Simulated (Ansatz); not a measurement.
# BFH5NO2: the cost of one run

Program: Ansatz 0.2.0. Level of theory: RKS revPBE-D4/def2-SVP. These are calculated values, not measurements.

**1. The structure to begin with**

Bond lengths: B1–F2 1.670 Å, B1–O3 1.410 Å, O3–H4 1.010 Å, B1–N5 1.550 Å, N5–H6 1.060 Å, N5–H7 1.060 Å, B1–O8 1.710 Å, O8–H9 1.010 Å, F2–H10 1.041 Å, O8–H10 1.132 Å. Angles (14 of 15 angles, heavy atoms first): F2–B1–O3 120.0°, F2–B1–N5 120.0°, F2–B1–O8 71.6°, O3–B1–N5 120.0°, O3–B1–O8 105.4°, N5–B1–O8 92.8°, B1–F2–H10 80.7°, B1–O3–H4 109.5°, B1–N5–H6 120.0°, B1–N5–H7 120.0°, B1–O8–H9 109.5°, B1–O8–H10 76.7°, F2–H10–O8 131.0°, H6–N5–H7 120.0°.

Structure file:

```xyz
10

B     0.0000    0.0000    0.0000
F     0.0000    0.0000    1.6700
O     1.2211    0.0000   -0.7050
H     1.5209   -0.9519   -0.8599
N    -1.3423    0.0000   -0.7750
H    -2.0112   -0.8164   -0.6764
H    -1.5914    0.8164   -1.4036
O    -0.2139    1.6086    0.5392
H    -1.1525    1.9139    0.3252
H    -0.1354    1.0186    1.5024
```

**2. A restrained relaxation towards end A**

Springs on the bonds that form and break draw the guess towards this end; the thresholds are loose.

File input.yaml:

```yaml
crystal:
  periodic: [false, false, false]
  atoms:
    - { symbol: B, position_ang: [0.0, 0.0, 0.0] }
    - { symbol: F, position_ang: [0.0, 0.0, 1.67] }
    - { symbol: O, position_ang: [1.2211, 0.0, -0.705] }
    - { symbol: H, position_ang: [1.5209, -0.9519, -0.8599] }
    - { symbol: "N", position_ang: [-1.3423, 0.0, -0.775] }
    - { symbol: H, position_ang: [-2.0112, -0.8164, -0.6764] }
    - { symbol: H, position_ang: [-1.5914, 0.8164, -1.4036] }
    - { symbol: O, position_ang: [-0.2139, 1.6086, 0.5392] }
    - { symbol: H, position_ang: [-1.1525, 1.9139, 0.3252] }
    - { symbol: H, position_ang: [-0.1354, 1.0186, 1.5024] }
basis:
  gaussian: { orbitals: def2-SVP }
hamiltonian:
  xc: revpbe
  dispersion: d4
relax:
  f_tol: 0.15
  max_steps: 25
  restrain:
    - { distance: [0, 7], at: 2.61, k: 30.0 }
    - { distance: [9, 1], at: 2.12, k: 30.0 }
    - { distance: [0, 1], at: 1.32, k: 30.0 }
    - { distance: [9, 7], at: 1.01, k: 30.0 }
```

On the command line:

```bash
ansatz run input.yaml --threads 2 --pin off --max-ram 3072MiB --backend cpu --events-out ev --progress --plain --runs-dir out
```

**Question.** How long does this run take on 2 threads of Arm Neoverse V2, shared host, and how much memory does it need?

About 28 s, with a peak of 0.14 GiB.
